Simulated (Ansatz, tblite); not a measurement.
# Ge(vinyl)(NHMe)3 (C₅H₁₅GeN₃): a ladder of methods and basis sets

One table from this session's results is given with a row withheld; the runs are named, their logs left out.

Program: Ansatz 0.2.0, Gaussian basis. Level of theory: as each input shows. These are calculated values, not measurements.

Levels to be run: GFN1-xTB, GFN2-xTB, PBE-D4/def2-TZVP, r2SCAN-D4/def2-TZVP, BHLYP-D4/def2-TZVP, HSE06-D4/def2-TZVP, PBE-D4/def2-SVP, PBE0-D4/def2-SVP, HF/6-31G, B3LYP-D4/6-31G, MP2/def2-SVP, RPA/def2-SVP.

2 further runs of the same task are left out: 2 set aside as unsound or not needed. Runs told in other sessions of the task aren't counted.

## The structure

The singlet was relaxed beforehand with r2SCAN-D4/def2-SVP.

24 atoms, charge 0, spin multiplicity 1.

Bond lengths: Ge1–C2 1.940 Å, Ge1–N7 1.838 Å, Ge1–N13 1.833 Å, Ge1–N19 1.833 Å, C2–C3 1.341 Å, C2–H4 1.099 Å, C3–H5 1.097 Å, C3–H6 1.097 Å, N7–C8 1.451 Å, N7–H9 1.018 Å, C8–H10 1.105 Å, C8–H11 1.102 Å, C8–H12 1.111 Å, N13–C14 1.451 Å, N13–H15 1.018 Å, C14–H16 1.105 Å, C14–H17 1.102 Å, C14–H18 1.110 Å and more. Angles: C2–Ge1–N7 107.4°, C2–Ge1–N13 119.7°, C2–Ge1–N19 105.8°, N7–Ge1–N13 100.8°, N7–Ge1–N19 120.5°, N13–Ge1–N19 103.5°, Ge1–C2–C3 121.9°, Ge1–C2–H4 119.0°, C3–C2–H4 119.1°, C2–C3–H5 121.0°, C2–C3–H6 122.3°, H5–C3–H6 116.7°, Ge1–N7–C8 121.5°, Ge1–N7–H9 112.2°, C8–N7–H9 112.4°, N7–C8–H10 111.1°, N7–C8–H11 109.7°, N7–C8–H12 114.9° and more.

PBE0-D4/def2-TZVP was run before; its log isn't repeated, and its numbers join the tables.

Set-up of the first run:

Tight binding, by tblite at 300 K electronic temperature and without a spin-polarisation term:

```python
tblite.interface.Calculator('GFN1-xTB', numbers, positions, charge=0, uhf=0).singlepoint()
```

Tight binding, by tblite at 300 K electronic temperature and without a spin-polarisation term:

```python
tblite.interface.Calculator('GFN2-xTB', numbers, positions, charge=0, uhf=0).singlepoint()
```

start.molden holds the orbitals of an earlier run on this state, given as this run's starting guess.

Input file in.yaml:

```yaml
crystal:
  periodic: [false, false, false]
  atoms:
    - {symbol: Ge, position_ang: [-0.033849, 0.108723, 0.154539]}
    - {symbol: C, position_ang: [-0.063566, 0.064721, 2.093628]}
    - {symbol: C, position_ang: [0.907515, 0.623975, 2.830442]}
    - {symbol: H, position_ang: [-0.916425, -0.405088, 2.602931]}
    - {symbol: H, position_ang: [1.770312, 1.107658, 2.355909]}
    - {symbol: H, position_ang: [0.884818, 0.624069, 3.927348]}
    - {symbol: N, position_ang: [1.719453, 0.299682, -0.363891]}
    - {symbol: C, position_ang: [2.718160, -0.703562, -0.047096]}
    - {symbol: H, position_ang: [1.802943, 0.641726, -1.319477]}
    - {symbol: H, position_ang: [3.739333, -0.290792, -0.136040]}
    - {symbol: H, position_ang: [2.598902, -1.027988, 0.999683]}
    - {symbol: H, position_ang: [2.676392, -1.618599, -0.675438]}
    - {symbol: N, position_ang: [-0.810366, 1.511251, -0.734504]}
    - {symbol: C, position_ang: [-2.235542, 1.762515, -0.627249]}
    - {symbol: H, position_ang: [-0.257370, 2.364757, -0.688631]}
    - {symbol: H, position_ang: [-2.600186, 2.352785, -1.487230]}
    - {symbol: H, position_ang: [-2.772202, 0.800491, -0.642248]}
    - {symbol: H, position_ang: [-2.544519, 2.295935, 0.295980]}
    - {symbol: N, position_ang: [-1.014685, -1.339871, -0.393036]}
    - {symbol: C, position_ang: [-1.112697, -1.695745, -1.794907]}
    - {symbol: H, position_ang: [-0.996250, -2.143812, 0.229097]}
    - {symbol: H, position_ang: [-2.043926, -2.252894, -2.004414]}
    - {symbol: H, position_ang: [-1.147801, -0.773347, -2.396988]}
    - {symbol: H, position_ang: [-0.268464, -2.306600, -2.178416]}
basis:
  gaussian: {orbitals: def2-TZVP, initial_orbitals: start.molden}
hamiltonian: {xc: pbe, dispersion: d4}
scf: {omitted_lower_state_checks: [starts]}
output: {orbitals: {seedname: orbitals}}
```

Command:

```sh
$ ansatz run in.yaml --threads 4 --pin off --events-out ev --progress --plain --max-ram 6963MiB
```

Among the steps run: PBE-D4/def2-TZVP; r2SCAN-D4/def2-TZVP; BHLYP-D4/def2-TZVP; HSE06-D4/def2-TZVP; PBE-D4/def2-SVP; PBE0-D4/def2-SVP; HF/6-31G; B3LYP-D4/6-31G; MP2/def2-SVP; RPA/def2-SVP.

One of the session's tables, all rows but one given; the rest of the session is left out.

It belongs to the step «Binding energy». 

```
              level  binding an atom (eV)
           HF/6-31G                 2.599
        HF/def2-SVP                 2.800
    PBE-D4/def2-SVP                 4.005
   PBE-D4/def2-TZVP                 3.979
r2SCAN-D4/def2-TZVP                 3.884
     B3LYP-D4/6-31G                 3.822
   PBE0-D4/def2-SVP                     ?
  PBE0-D4/def2-TZVP                 3.908
 HSE06-D4/def2-TZVP                 3.910
 BHLYP-D4/def2-TZVP                 3.787
       MP2/def2-SVP                 3.716
```

**Question.** Estimate the row for PBE0-D4/def2-SVP.

As computed: binding an atom (eV): 3.937. In the column «binding an atom (eV)» it lies between HSE06-D4/def2-TZVP (3.910) and PBE-D4/def2-TZVP (3.979).

To keep in mind: Free atoms were run apart at each level; binding is atoms less cluster, divided by the number of atoms, without zero-point or spin-orbit terms.
